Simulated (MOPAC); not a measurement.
# SiNH2Cl2 (SMILES [NH][SiH](Cl)Cl) at PM6

We compute a structure relaxation of SiNH2Cl2. 

The results are computed with MOPAC 23.2.5.

24 further runs of the same task are left out: 2 that didn't finish, 22 set aside as unsound or not needed.

## Step 1: The structure to begin with

The species is SiNH2Cl2 (6 atoms), meant as a doublet with charge 0. SMILES: `[NH][SiH](Cl)Cl`. All atoms were displaced at random from a relaxed shape. The run starts from this shape.

Bond lengths: N1–Si2 1.726 Å, Si2–Cl3 2.026 Å, Si2–Cl4 2.049 Å, N1–H5 1.020 Å, Si2–H6 1.471 Å. Angles: N1–Si2–Cl3 109.1°, N1–Si2–Cl4 109.6°, Cl3–Si2–Cl4 111.8°, N1–Si2–H6 111.0°, Cl3–Si2–H6 108.2°, Cl4–Si2–H6 107.3°, Si2–N1–H5 113.5°.

## Step 2: A structure relaxation at PM6

The input, run.mop:

```
PM6 GRADIENTS DOUBLET CYCLES=300 BONDS CHARGE=0 GNORM=0.05 DISP THREADS=1 AUX(PRECISION=6)
Cl2H2NSi
[NH][SiH](Cl)Cl
N      1.399920 1    -0.202203 1    -0.160585 1
Si    -0.240473 1     0.049215 1     0.313403 1
Cl    -0.895969 1     1.797391 1    -0.473003 1
Cl    -1.383009 1    -1.536639 1    -0.302344 1
H      1.522441 1    -0.296297 1    -1.168860 1
H     -0.358555 1     0.130728 1     1.776940 1
```

The run is started by

```
$ mopac run.mop
```

Q: Predict the results. Wanted: total energy at the end; dipole moment; HOMO energy; LUMO energy; heat of formation; ⟨S²⟩.

Computed results:

Level: PM6.

| quantity | value |
| --- | --- |
| total energy at the end | -29.04095 Eh |
| dipole moment | 1.75 D |
| HOMO energy (over α and β) | -10.34 eV |
| LUMO energy (over α and β) | -2.52 eV |
| heat of formation | -44.2 kcal/mol |
| ⟨S²⟩ | 0.763 |

**Reading.** At the final geometry: Bond lengths: N1–Si2 1.674 Å, Si2–Cl3 2.009 Å, Si2–Cl4 2.009 Å, N1–H5 0.983 Å, Si2–H6 1.440 Å. Angles: N1–Si2–Cl3 107.8°, N1–Si2–Cl4 108.4°, Cl3–Si2–Cl4 115.7°, N1–Si2–H6 110.2°, Cl3–Si2–H6 107.4°, Cl4–Si2–H6 107.2°, Si2–N1–H5 167.0°. The optimisation took 33 steps and changed the energy by -0.321 eV.
